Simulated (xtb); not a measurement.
**C4H12N2Te (Te(NMe2)2): GFN2-xTB**

Aim: a geometry optimisation of C4H12N2Te (Te(NMe2)2). 

Program for the calculation: xtb 6.7.1 later snapshot.

4 further runs of the same task are left out: 4 set aside as unsound or not needed.

**1. The structure to begin with**

C4H12N2Te: 19 atoms, total charge 0, spin state singlet. As SMILES, `CN(C)[Te]N(C)C`. All atoms were displaced at random from a relaxed shape. The run starts from this shape.

Some bond lengths: Te1–N2 2.085 Å, N2–C3 1.386 Å, N2–C4 1.615 Å, Te1–N11 2.144 Å, N11–C12 1.677 Å, N11–C13 1.322 Å, C3–H5 1.097 Å, C3–H6 0.974 Å, C3–H7 1.143 Å, C4–H8 1.102 Å, C4–H9 0.983 Å, C4–H10 1.038 Å, C12–H14 1.036 Å, C12–H15 1.001 Å, C12–H16 1.139 Å, C13–H17 1.184 Å. Some angles: Te1–N2–C3 118.5°, Te1–N2–C4 113.2°, C3–N2–C4 111.1°, N2–Te1–N11 96.9°, Te1–N11–C12 103.1°, Te1–N11–C13 107.9°, C12–N11–C13 109.2°, N2–C3–H5 111.9°, N2–C3–H6 103.9°, N2–C3–H7 103.9°.

**2. A structure relaxation at GFN2-xTB**

Input file mol.coord:

```
$coord
      0.046808516107     -0.104218395773     -3.402546373695  te
      2.231577580571     -0.207680901096     -0.124721924225  n
      3.537567305299     -2.407662260863      0.439852652768  c
      4.018483706755      2.244276540128      0.204865209171  c
      5.406034011023     -2.451163756252     -0.456860187890  h
      2.285699336780     -3.736895616925      0.210855640986  h
      4.000153363347     -2.213889744044      2.540925747172  h
      2.843376413418      3.836956615224     -0.440117214425  h
      4.275108514480      2.187244605687      2.044400207926  h
      5.585444609295      2.105495053536     -0.966462631917  h
     -3.555368525393      0.242754217969     -1.579848834710  n
     -3.727220219167     -2.387631163942      0.179202728398  c
     -3.464397109754      2.234090916316     -0.074285133959  c
     -2.557706515158     -2.165191501812      1.733540260425  h
     -3.581673513048     -3.777354653253     -1.096362405724  h
     -5.813288888141     -2.124694670962      0.640220313762  h
     -3.355605576759      3.998717171492     -1.444506649664  h
     -5.574389711466      2.205820613492      0.606148551735  h
     -2.471402723047      2.404128473010      1.475706027982  h
$end
```

On the command line:

```console
$ xtb mol.coord -o lax --gfn2 > xtb.out
```

**Question.** What will come out? Wanted: total energy at the end; dipole moment; HOMO energy; LUMO energy; HOMO–LUMO gap; dispersion energy; mean polarisability.

Computed results:

Level: GFN2-xTB.

```
                      quantity          value
       total energy at the end   -23.59250 Eh
                 dipole moment         1.63 D
                   HOMO energy       -9.69 eV
                   LUMO energy       -5.93 eV
                 HOMO–LUMO gap        3.75 eV
             dispersion energy  -39.66 kJ/mol
mean polarisability (D4 model)    108.7 bohr³
```

At the final geometry: Some bond lengths: Te1–N2 2.069 Å, N2–C3 1.446 Å, N2–C4 1.445 Å, Te1–N11 2.060 Å, N11–C12 1.448 Å, N11–C13 1.447 Å, C3–H5 1.098 Å, C3–H6 1.089 Å, C3–H7 1.094 Å, C4–H8 1.089 Å, C4–H9 1.094 Å, C4–H10 1.098 Å, C12–H14 1.097 Å, C12–H15 1.089 Å, C12–H16 1.093 Å, C13–H17 1.090 Å. Some angles: Te1–N2–C3 116.0°, Te1–N2–C4 116.0°, C3–N2–C4 111.3°, N2–Te1–N11 93.9°, Te1–N11–C12 113.8°, Te1–N11–C13 113.7°, C12–N11–C13 110.6°, N2–C3–H5 113.1°, N2–C3–H6 109.4°, N2–C3–H7 108.7°. The optimisation took 8 steps and changed the energy by -2.966 eV. Mulliken charges run from -0.22 on N2 to +0.13 on Te1.
